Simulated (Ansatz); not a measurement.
# BW2: uniaxial strain along c

The task here is to estimate one member of a computed series from the others.

Method: DFT PBEsol, scalar-relativistic, plane waves, PAW, in Ansatz 0.2.0.

2 further runs of the same task are left out: 2 set aside as unsound or not needed.

## The system as given

The structure is tetragonal, space group I4/mcm (No. 140). The conventional cell has a = 5.536 Å, b = 5.536 Å, c = 4.751 Å, α = 90.00°, β = 90.00°, γ = 90.00°. B (site symmetry 422) is surrounded by 8 W at 2.37 Å and 2 B at 2.38 Å. W (site symmetry m2m) has 4 B at 2.37 Å and 3 W at 2.66 to 2.69 Å in its first shell of neighbours.

As a file:

```
B W
1.0
     5.53625    0.00000    0.00000
     0.00000    5.53625    0.00000
     0.00000    0.00000    4.75070
B W
4 8
Direct
  0.00000 0.00000 0.25000
  0.00000 0.00000 0.75000
  0.50000 0.50000 0.75000
  0.50000 0.50000 0.25000
  0.16993 0.66993 0.00000
  0.33007 0.16993 0.00000
  0.33007 0.83007 0.50000
  0.16993 0.33007 0.50000
  0.66993 0.16993 0.50000
  0.83007 0.66993 0.50000
  0.83007 0.33007 0.00000
  0.66993 0.83007 0.00000
```

Set-up of the first run:

Input file input.yaml:

```yaml
crystal:
  lattice:
    - [5.536245043, 0.0, 0.0]
    - [0.0, 5.536245043, 0.0]
    - [0.0, 0.0, 4.7506964502]
  atoms:
    - { symbol: B, position: [0.0, 0.0, 0.25] }
    - { symbol: B, position: [0.0, 0.0, 0.75] }
    - { symbol: B, position: [0.5, 0.5, 0.75] }
    - { symbol: B, position: [0.5, 0.5, 0.25] }
    - { symbol: W, position: [0.1699262554, 0.6699262554, 0.0] }
    - { symbol: W, position: [0.3300737446, 0.1699262554, 0.0] }
    - { symbol: W, position: [0.3300737446, 0.8300737446, 0.5] }
    - { symbol: W, position: [0.1699262554, 0.3300737446, 0.5] }
    - { symbol: W, position: [0.6699262554, 0.1699262554, 0.5] }
    - { symbol: W, position: [0.8300737446, 0.6699262554, 0.5] }
    - { symbol: W, position: [0.8300737446, 0.3300737446, 0.0] }
    - { symbol: W, position: [0.6699262554, 0.8300737446, 0.0] }
basis:
  ecutwfc: 420
kpoints:
  mp_grid: { grid: [6, 6, 8] }
hamiltonian:
  xc: pbesol
scf:
  occupations: { method: gaussian, width: 0.1 }
output:
  forces: true
  stress: true
  eigenvalues: true
```

Launch:

```sh
$ ansatz run input.yaml --threads 1 --pin off --max-ram 2560MiB --backend cpu --events-out ev --progress --plain --runs-dir out
```

Steps of the session up to this table: Reference cell for the strains; The cell strained by -2.0 %; Strain +2.0 %; Strain -4.0 %; The cell strained by +4.0 %; At -6.0 %; The cell strained by +6.0 %.

One table of the session follows, with a row left open; its other results are not shown here.

It belongs to the step «Energy and stress against strain (a metal throughout)». Lengths are those of the vectors of the cell that was run; stresses in GPa:

| strain (%) | ΔE (meV/atom) | a (Å) | b (Å) | c (Å) |
| --- | --- | --- | --- | --- |
| -6.0 | 58.9 | 5.654 | 5.654 | 4.466 |
| -4.0 | ? | ? | ? | ? |
| -2.0 | 6.5 | 5.573 | 5.573 | 4.656 |
| +0.0 | 0.0 | 5.536 | 5.536 | 4.751 |
| +2.0 | 4.3 | 5.501 | 5.501 | 4.846 |
| +4.0 | 20.0 | 5.471 | 5.471 | 4.941 |
| +6.0 | 43.1 | 5.432 | 5.432 | 5.036 |

Estimate the missing values for strain (%) = -4.0.

Worked estimate for «ΔE (meV/atom)». A straight line through the neighbours (-6.0, 58.9) and (-2.0, 6.5) gives 58.9 + (6.5 − 58.9) × (-4.0 + 6.0) / (-2.0 + 6.0) = 32.7; a parabola fitted to 3 rows on both sides gives 26.1.

As computed: ΔE (meV/atom): 25.6; a (Å): 5.612; b (Å): 5.612; c (Å): 4.561. In «ΔE (meV/atom)» the line misses by +7.1 and the parabola by +0.5.

ΔE is over the unstrained cell. Stress in GPa, positive in compression, on the Cartesian axes of the input. 
